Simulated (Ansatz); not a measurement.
# Convergence study of Ni

Aim: run Ni with the default SCF settings, then change one group of settings at a time and see what moves: the number of iterations, the state or the numbers. The cell (1 atom) is Ni in its experimental structure (space group Fm-3m). Source: COD entry 9012977, which need not be the ambient phase.

Computed with Ansatz 0.2.0 (DFT r2SCAN, PAW, plane waves, scalar-relativistic, unless a step's input says otherwise).

4 further runs of the same task are left out: 3 that didn't finish, 1 set aside as unsound or not needed.

### 1 The system as given

Symmetry: Fm-3m, No. 225, cubic system. Conventional cell: a = 3.534 Å, b = 3.534 Å, c = 3.534 Å, α = 90.00°, β = 90.00°, γ = 90.00°. Around Ni (site symmetry m-3m) lie 12 Ni at 2.50 Å.

Structure file:

```xyz
1
Lattice="0.0000 1.7669 1.7669 1.7669 0.0000 1.7669 1.7669 1.7669 0.0000" Properties=species:S:1:pos:R:3 pbc="T T T"
Ni    0.0000    0.0000    0.0000
```

Labels such as Ni1 number the atoms in the order of the input file.

Changes shown after the default run: k-point mesh 7x7x7; Methfessel–Paxton smearing, width 0.15 eV; Broyden, β 0.3, preconditioner LDOS; Fermi–Dirac width 0.0005 eV, no switch to direct minimisation; density-residual threshold 1e-4 eV.

The search for lower states is off throughout, and inputs that name a mixer don't switch to direct minimisation unless they say so. Spin is collinear, with starting moments Ni1 2.00 μB. β is the mixing step of the charge; the magnetisation has a step of its own, which the program sets unless it is named.

### 2 Default SCF settings

input.yaml reads:

```yaml
crystal:
  lattice:
    - [0.0, 1.7669, 1.7669]
    - [1.7669, 0.0, 1.7669]
    - [1.7669, 1.7669, 0.0]
  atoms:
    - { symbol: Ni, position: [0.0, 0.0, 0.0], spin: 2.0 }
magnetization:
  spin_polarized: true
hamiltonian:
  xc: r2scan
  pseudopotentials: { kind: paw }
basis:
  ecutwfc: 500
kpoints:
  mp_grid: { grid: [14, 14, 14] }
scf:
  occupations: { method: fermi_dirac, width: 0.1 }
  lower_state_search: "off"
output:
  forces: true
  stress: true
  write_density: true
  write_potential: true
  elf: true
  volumetric_format: npy
```

Command:

```console
$ ansatz run input.yaml --threads 2 --pin off --max-ram 5120MiB --backend cpu --events-out ev --progress --plain --runs-dir out
```

**Question.** Each change named above is then made alone on this input. How many iterations does the default take, and what do the changes move? Wanted: largest shift of the free energy by occupations, cutoff, mesh or field.

**Answer**, as computed:

| quantity | value |
| --- | --- |
| default run | 15 iterations, ferromagnetic, site moments Ni1 0.83 μB, total 0.76 μB per cell, no gap on the k-mesh |
| fewest iterations to that state among the runs shown | 14 (Broyden, β 0.3, preconditioner LDOS) |
| most iterations to it | 15 (default SCF settings) |
| runs that end in another state, among changes of path alone | 0 |
| largest shift of the free energy by occupations, cutoff, mesh or field | +21.6 meV/atom (Fermi–Dirac width 0.0005 eV, no switch to direct minimisation) |

What this shows: 2 runs solve the same problem and reach the default's state, in 14 to 15 iterations: there the settings change the path, not the answer. Occupations, cutoff, mesh and fields change the problem that is solved, not just the path; the largest shift here is that of “Fermi–Dirac width 0.0005 eV, no switch to direct minimisation”. Other settings tried on this cell gave no result: cutoff 30 eV (input refused); Broyden, β 1.2, history 8 (input refused); iteration limit 5 (not converged after 5 iterations, still settling); Broyden, β 2.0, history 8 (input refused); iteration limit 8 (not converged after 8 iterations, still settling). Counts include iterations that the program adds to test a close, so a difference of one or two ranks nothing. The starting density is a sum of atomic densities.
